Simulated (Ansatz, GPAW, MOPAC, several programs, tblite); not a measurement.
**What each method gives for RuClBr (Janus 1T monolayer)**

A free-standing Janus 1T monolayer of RuClBr, relaxed with r2SCAN in Ansatz, was computed with several methods. In-plane lattice: a = 3.662 Å, b = 3.662 Å, γ = 120.0°; thickness between the outer nuclei 2.59 Å. Ru has 3 Cl at 2.46 Å and 3 Br at 2.50 Å; Cl has 3 Ru at 2.46 Å; Br has 3 Ru at 2.50 Å. (Calculated; spin-unpolarised; the phase may be known or hypothetical.)

```
Ru Cl Br
1.0
     3.66165    0.00000    0.00000
    -1.83082    3.17108    0.00000
     0.00000    0.00000   29.95563
Ru Cl Br
1 1 1
Direct
  0.00000 0.00000 0.30146
  0.33333 0.66667 0.34315
  0.66667 0.33333 0.25672
```
The sheet repeats along a and b alone.

Gaps and times are for a single point on this cell. Times are rough, from shared hosts (Arm Neoverse N1), and each method has its own mesh and cell size. PM6 (MOPAC) and PM7 (MOPAC): levels, charges or heat of formation failed a check of plausibility, so no values are given. PM6 (MOPAC), PM7 (MOPAC), GFN1-xTB (tblite), GFN2-xTB (tblite) treat a cluster of cells at its zone centre, which samples few k points: where these miss a band edge, the gap comes out too large for that reason alone. Gaps from k meshes are read at a limited set of points (mesh, symmetry points, PBE's band edges), so each method's own least gap may be somewhat smaller. xTB and the PM methods were fitted mostly to molecules, and can miss a solid's gap by electronvolts. Minimal bases can be far off for gaps. GLLB-SC's gap includes the derivative discontinuity. d marks a direct gap, i an indirect one (no mark: not told apart), a dash a value that wasn't computed or didn't pass its checks.

```json
{"method": "GFN1-xTB (tblite)", "kind": "tight binding", "gap (eV)": "1.17", "atoms computed": "27", "processor time": "1.6 s"}
{"method": "GFN2-xTB (tblite)", "kind": "tight binding", "gap (eV)": "0.90", "atoms computed": "27", "processor time": "1.8 s"}
{"method": "light PBE (260 eV and a coarse mesh)", "kind": "light plane-wave", "gap (eV)": "1.13 d", "atoms computed": "3", "processor time": "8.5 s"}
{"method": "PBE/single zeta (GPAW)", "kind": "small basis", "gap (eV)": "1.15 d", "atoms computed": "3", "processor time": "20 s"}
{"method": "PM6 (MOPAC)", "kind": "semi-empirical", "gap (eV)": "–", "atoms computed": "27", "processor time": "28 s"}
{"method": "PBE", "kind": "semilocal", "gap (eV)": "1.13 d", "atoms computed": "3", "processor time": "33 s"}
{"method": "PM7 (MOPAC)", "kind": "semi-empirical", "gap (eV)": "–", "atoms computed": "27", "processor time": "43 s"}
{"method": "r2SCAN", "kind": "semilocal", "gap (eV)": "1.60 d", "atoms computed": "3", "processor time": "80 s"}
{"method": "GLLB-SC (GPAW)", "kind": "model potential", "gap (eV)": "2.55", "atoms computed": "3", "processor time": "3.9 min"}
```

Against r2SCAN (1.60 eV) and with closed or daggered gaps left aside, the nearest gap at the points sampled is that of GFN1-xTB (tblite) (-0.43 eV) and the farthest that of GLLB-SC (GPAW) (+0.95 eV). r2SCAN is only a yardstick of convenience: semilocal gaps usually lie below measured ones, which GLLB-SC and hybrids aim to mend.

Spin-orbit coupling is left out.
